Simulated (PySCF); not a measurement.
# C₂H₈Si₂: geometry, spin-spin couplings

What spin-spin couplings should C₂H₈Si₂ (`C1[SiH2]C[SiH2]1`) show?

Computed with PySCF 2.14.0, with density-fitted response routines of our own, on a single molecule in the gas phase. Atoms are numbered from 0 throughout.

### 1 The molecule as given

12 atoms, charge 0, multiplicity 1; geometry from: GFN2-xTB. The atoms were then displaced at random by about 0.01 Å, so the start is not that level's minimum.

Bonds of the start (Å): C0–Si1 1.90, Si1–C2 1.93, C2–Si3 1.89, Si3–C0 1.91, C0–H4 1.10, C0–H5 1.06, Si1–H6 1.48, Si1–H7 1.47, C2–H8 1.07, C2–H9 1.08, Si3–H10 1.48, Si3–H11 1.49.

### 2 Relaxing the molecule at PBE0-D3(BJ)/def2-SVP

The job: settings as JSON, then the geometry in Å.

```
{"job": {"xc": "PBE0", "basis": "def2-SVP", "d3": "d3bj", "grid": 1, "shake": 0.01, "kind": "geom"}, "charge": 0, "multiplicity": 1}
C      0.276510     0.349890     1.250170
Si     1.339700    -0.267620    -0.201530
C     -0.276680    -0.379390    -1.258500
Si    -1.312170     0.266290     0.190770
H      0.501130     1.370780     1.576860
H      0.257080    -0.253380     2.127190
H      2.339070     0.701610    -0.693110
H      2.019650    -1.542550     0.046940
H     -0.265110     0.259700    -2.115560
H     -0.504410    -1.383390    -1.577730
H     -2.007830     1.547950    -0.049850
H     -2.327240    -0.698170     0.695310
```

Started as:

```sh
$ OMP_NUM_THREADS=1 python probes_run.py task.json out
```

One launch serves the whole session: the jobs run in the order shown.

**Question.** This job is followed by: B3LYP/6-31G* indirect spin-spin coupling, non-relativistic, gas phase. What will the session give for the following? point group; rotational constants (main isotopes); largest coupling of the table (B3LYP/6-31G*).

The runs gave:

| quantity | value |
| --- | --- |
| point group | D2h |
| rotational constants (main isotopes) | 7.14, 3.99, 2.82 GHz |
| largest coupling of the table (B3LYP/6-31G*) | 1J(Si,H) Si1–H6, -177.1 Hz |

The optimisation took 4 steps and gained 0.141 eV; among the close pairs (by a distance rule), C0–H5 changed most, from 1.065 to 1.100 Å. No frequency check was run at this level, so the end point may be a saddle. In the run at B3LYP/6-31G*, the largest coupling of the table is Si1–H6 (mean over like pairs), -177.1 Hz, of which the Fermi-contact term gives -177.4 Hz. Couplings across rotatable bonds belong to this one conformer; where others are populated, the observed values are averages. Couplings from bases without tight functions are rough.
